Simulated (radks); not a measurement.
**He in 1s1 2s1: an all-electron calculation**

Wanted: eigenvalues, radial structure and energy terms of neutral helium.

Program: radks (a radial shooting solver on a logarithmic mesh, Libxc functionals) version 1. Level of theory: Dirac Kohn-Sham, B86b exchange with PBE correlation, spin-unpolarised, spherical densities, finite nucleus. These are calculated values, not measurements, unless marked.

## Step 1: Starting point

| Property | Result |
| --- | --- |
| element | helium (Z = 2) |
| charge | 0 |
| electrons | 2 |
| configuration | 1s1 2s1 |
| nuclear rms radius | 1.6755 fm |

The outer shells:

He
```
1s [↑ ]
2s [↑ ]
```

## Step 2: The run

The run's settings:

```text
Z 2
configuration 1s1 2s1
relativity Dirac
functional b86_mgc,pbe
spin unpolarised
j_filling energy
nucleus finite rms 1.6755 fm
c 137.035999084
```

Started as:

```bash
$ python run_ks.py task.json out
```

The same process makes all the runs of this session.

**Question.** What will this run give?

As calculated:

| quantity | value |
| --- | --- |
| total energy | -2.07811 hartree |
| exchange-correlation share of it | 30.03 % |
| −T/E | 0.9895 |
| highest occupied level | 2s1/2, -2.556 eV |
| most extended occupied level | 2s1/2, <r> = 4.47 bohr |
| radius at density 0.001 e/bohr³ | 4.29 bohr |
| maxima of the radial density | 2 |

What this shows: The radial density shows 2 maxima for 2 occupied principal shells. This is not the tabulated ground configuration, so its levels and sizes aren't those of the ground state, and no measured value stands beside it.
